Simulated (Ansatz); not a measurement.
# AsGeH: the cost of one run

Method: def2-QZVPP, all electrons in the functionals, frozen cores in the correlation of double hybrids and RPA; program: Ansatz 0.2.0, Gaussian basis.

Plan: PBE, BLYP, r2SCAN, B97M-V, PBE0, B3LYP, wB97M-V, B2PLYP, at charge 0, singlet; charge 0, triplet; charge 1, doublet (not every functional at every point).

9 further runs of the same task are left out: 3 that didn't finish, 6 set aside as unsound or not needed.

**1. The geometry**

The geometry is a PBE0/def2-TZVP stationary point (not a proven minimum). No spin-orbit coupling is included. The filled d shell of Ge, As may be among the frozen orbitals whatever the setting's name suggests.

3 atoms, charge 0, spin multiplicity 1.

Atoms are counted from 1 here; the program's logs count them from 0.

Bond lengths: Ge1–As2 2.225 Å, As2–H3 1.601 Å. Angles: Ge1–As2–H3 59.3°.

No dispersion term is added; B97M-V, wB97M-V hold VV10 nonlocal correlation. B3LYP takes the VWN-RPA correlation.

The geometry shown and the zero of energy belong to the point charge 0, singlet. The yardstick, RCCSD(T), and other wave-function levels (R restricted, U unrestricted, valence and pair active spaces) come from earlier runs.

**2. PBE, charge 0, singlet**

in.yaml

```yaml
crystal:
  periodic: [false, false, false]
  atoms:
    - {symbol: Ge, position_ang: [0.000000, -0.003926, 1.131568]}
    - {symbol: As, position_ang: [0.000000, -0.014557, -1.093316]}
    - {symbol: H, position_ang: [0.000000, 1.365001, -0.281876]}
basis:
  gaussian: {orbitals: "def2-QZVPP.json"}
magnetization: {spin_polarized: true, initial_magnetization: 0}
hamiltonian: {xc: {name: PBE}}
output: {orbitals: {seedname: orbitals}}
```

Command:

```console
$ ansatz run in.yaml --threads 1 --pin off --events-out ev --progress --plain --max-ram 2393MiB
```

**Question.** How long does this run take on 1 thread of Intel Xeon Platinum 8175M at 2.50GHz, shared host, and how much memory does it need?

About 7 s, with a peak of 0.3 GiB.
